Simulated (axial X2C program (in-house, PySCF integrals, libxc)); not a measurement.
# OCSe: bond lengths and stretches, held linear

An exercise on one series of results from a longer session: the logs are not shown, and one member is left open.

The runs use an in-house X2C program for linear molecules on PySCF integrals; all-electron X2C, two-component (2c) or spin-free, O dyall-av3z, C dyall-v3z, Se dyall-v3z.

All values are calculated.

1 further run of the same task is left out (set aside as unsound or not needed).

Set-up of the first run:

task.json

```json
{"zs": [8, 6, 34], "q": 0, "bas": ["dyall-av3z", "dyall-v3z", "dyall-v3z"], "r0": [1.16, 1.71], "symm": 0, "scan": ["PBE0", "HF", "B3LYP"], "levels": ["PBE0", "HF", "B3LYP"], "nst": 2}
```

Keys: zs atomic numbers; q charge; bas basis sets; r0 starting distance in Å; symm equal bonds; scan levels of the two-bond scan (MP2 follows by itself at each HF point); levels methods; nst determinants followed.

Started as:

```sh
python solin.py task.json out
```

Masses O 15.995, C 12.000, Se 79.917 u.

Steps of the session up to this table: Scan at PBE0, 2c; Scan at HF, 2c; Scan at B3LYP, 2c.

One of the session's tables, all rows but one given; the rest of the session is left out.

| level | r(O–C) (Å) | r(C–Se) (Å) | lower stretch (cm⁻¹) | upper stretch (cm⁻¹) |
| --- | --- | --- | --- | --- |
| PBE0, 2c | 1.150 | 1.706 | 666.8 | 2115.2 |
| HF, 2c | 1.117 | 1.728 | 621.3 | 2247.7 |
| B3LYP, 2c | 1.153 | 1.717 | 647.3 | 2075.7 |
| MP2, 2c | 1.168 | 1.706 | 683.0 | 2011.9 |
| PBE0, spin-free | 1.150 | 1.705 | 668.1 | 2115.9 |
| HF, spin-free | ? | ? | ? | ? |
| B3LYP, spin-free | 1.153 | 1.716 | 648.7 | 2076.4 |
| MP2, spin-free | 1.168 | 1.705 | 684.0 | 2012.3 |

Q: Estimate the row for HF, spin-free from the others.

As computed: r(O–C) (Å): 1.117; r(C–Se) (Å): 1.727; lower stretch (cm⁻¹): 623.3; upper stretch (cm⁻¹): 2248.4.

Scans not shown above were run alike.

MP2 freezes inner shells (threshold -2 hartree). The molecule was held linear; bending was not examined, so a bent shape may lie lower.
